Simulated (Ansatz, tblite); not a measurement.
# Al6P6 wurtzite hole sphere (Al6P6H18): rung by rung

Aim: run the singlet of Al6P6 wurtzite hole sphere (Al6P6H18) at one geometry on many levels, and compare frontier levels, spin and run time.

Program: Ansatz 0.2.0, Gaussian basis. Level of theory: as each input shows. These are calculated values, not measurements.

Plan: GFN1-xTB, GFN2-xTB, PBE-D4/def2-TZVP, r2SCAN-D4/def2-TZVP, PBE-D4/def2-SVP, PBE0-D4/def2-SVP.

1 further run of the same task is left out (set aside as unsound or not needed).

## 1. The structure

The geometry is that of the singlet, from an earlier relaxation (PBE-D4/def2-SVP).

30 atoms, charge 0, spin multiplicity 1.

Bond lengths: P1–Al2 2.434 Å, P1–Al7 2.434 Å, P1–H13 1.427 Å, P1–H14 1.432 Å, Al2–P4 2.362 Å, Al2–P5 2.434 Å, Al2–H15 1.596 Å, Al3–P4 2.434 Å, Al3–P8 2.434 Å, Al3–H16 1.616 Å, Al3–H17 1.601 Å, P4–Al6 2.434 Å, P4–H18 1.434 Å, P5–Al10 2.434 Å, P5–H19 1.432 Å, P5–H20 1.427 Å, Al6–P12 2.434 Å, Al6–H21 1.616 Å and more. Angles: Al2–P1–Al7 120.9°, Al2–P1–H13 107.9°, Al2–P1–H14 109.5°, Al7–P1–H13 107.8°, Al7–P1–H14 109.4°, H13–P1–H14 99.1°, P1–Al2–P4 104.7°, P1–Al2–P5 96.9°, P1–Al2–H15 112.1°, P4–Al2–P5 104.7°, P4–Al2–H15 123.0°, P5–Al2–H15 112.1°, P4–Al3–P8 97.9°, P4–Al3–H16 106.4°, P4–Al3–H17 110.9°, P8–Al3–H16 106.4°, P8–Al3–H17 110.9°, H16–Al3–H17 121.7° and more.

PBE0-D4/def2-TZVP was run before; its log isn't repeated, and its numbers join the tables.

## 2. GFN1-xTB

Tight binding, by tblite at 300 K electronic temperature and without a spin-polarisation term:

```python
tblite.interface.Calculator('GFN1-xTB', numbers, positions, charge=0, uhf=0).singlepoint()
```

Energy -911.7360 eV, HOMO -10.55 eV, LUMO -6.60 eV; 0.1 s.

## 3. GFN2-xTB

Tight binding, by tblite at 300 K electronic temperature and without a spin-polarisation term:

```python
tblite.interface.Calculator('GFN2-xTB', numbers, positions, charge=0, uhf=0).singlepoint()
```

Energy -840.0434 eV, HOMO -10.25 eV, LUMO -7.53 eV; 0.086 s.

## 4. PBE-D4/def2-TZVP

start.molden holds the orbitals of an earlier run on this state, given as this run's starting guess.

The input, in.yaml:

```yaml
crystal:
  periodic: [false, false, false]
  atoms:
    - {symbol: P, position_ang: [-0.002915, -2.104363, -1.874477]}
    - {symbol: Al, position_ang: [-2.119223, -1.222828, -1.055438]}
    - {symbol: Al, position_ang: [0.002371, -2.477104, 2.014805]}
    - {symbol: P, position_ang: [-1.834256, -1.058078, 1.283021]}
    - {symbol: P, position_ang: [-1.823633, 1.050406, -1.875062]}
    - {symbol: Al, position_ang: [-2.144607, 1.242235, 2.014149]}
    - {symbol: Al, position_ang: [2.116066, -1.223672, -1.061480]}
    - {symbol: P, position_ang: [1.837356, -1.058707, 1.277740]}
    - {symbol: P, position_ang: [1.819031, 1.049868, -1.879609]}
    - {symbol: Al, position_ang: [-0.001041, 2.444356, -1.061553]}
    - {symbol: Al, position_ang: [2.149491, 1.241423, 2.008674]}
    - {symbol: P, position_ang: [0.001661, 2.121713, 1.277778]}
    - {symbol: H, position_ang: [-0.001901, -3.514973, -1.656745]}
    - {symbol: H, position_ang: [-0.004826, -2.095392, -3.306582]}
    - {symbol: H, position_ang: [-3.372110, -1.946854, -1.728420]}
    - {symbol: H, position_ang: [0.001211, -3.764303, 1.037768]}
    - {symbol: H, position_ang: [0.005024, -2.630911, 3.608332]}
    - {symbol: H, position_ang: [-3.019093, -1.742461, 1.713429]}
    - {symbol: H, position_ang: [-1.815900, 1.043393, -3.307162]}
    - {symbol: H, position_ang: [-3.046037, 1.754713, -1.658606]}
    - {symbol: H, position_ang: [-3.259540, 1.883534, 1.035829]}
    - {symbol: H, position_ang: [-2.278144, 1.321153, 3.607478]}
    - {symbol: H, position_ang: [3.367110, -1.947678, -1.737910]}
    - {symbol: H, position_ang: [3.023461, -1.743961, 1.703239]}
    - {symbol: H, position_ang: [1.809718, 1.042034, -3.311690]}
    - {symbol: H, position_ang: [3.041580, 1.754453, -1.664821]}
    - {symbol: H, position_ang: [-0.002097, 3.889469, -1.738688]}
    - {symbol: H, position_ang: [2.286114, 1.319154, 3.601844]}
    - {symbol: H, position_ang: [3.263276, 1.882456, 1.028898]}
    - {symbol: H, position_ang: [0.001854, 3.490912, 1.705259]}
basis:
  gaussian: {orbitals: def2-TZVP, fitting: {mean_field: def2-universal-jkfit}, initial_orbitals: start.molden}
hamiltonian: {xc: pbe, dispersion: d4}
scf: {omitted_lower_state_checks: [starts]}
output: {orbitals: {seedname: orbitals}}
```

Started as:

```console
> ansatz run in.yaml --threads 2 --pin off --events-out ev --progress --plain --max-ram 32768MiB --backend cuda --devices 0, --max-vram 18GiB
```

Further steps of the session: r2SCAN-D4/def2-TZVP; PBE-D4/def2-SVP; PBE0-D4/def2-SVP.

Before running them: what should the planned runs give, taken together? Wanted: gap in def2-TZVP, named functionals, smallest and largest; binding an atom, functionals in def2-TZVP; PBE0 total energy, smallest basis above largest.

**Answer**, as computed:

```
                                                 quantity                                  value
gap in def2-TZVP, named functionals, smallest and largest    3.74 eV (PBE-D4), 5.59 eV (PBE0-D4)
                binding an atom, functionals in def2-TZVP  2.87 (PBE0-D4) to 2.89 eV (r2SCAN-D4)
          PBE0 total energy, smallest basis above largest         32.44 eV (def2-SVP, def2-TZVP)
```

In words: Over the named functionals in def2-TZVP the gap runs from 3.74 eV (PBE-D4) to 5.59 eV (PBE0-D4); exact exchange widens it.
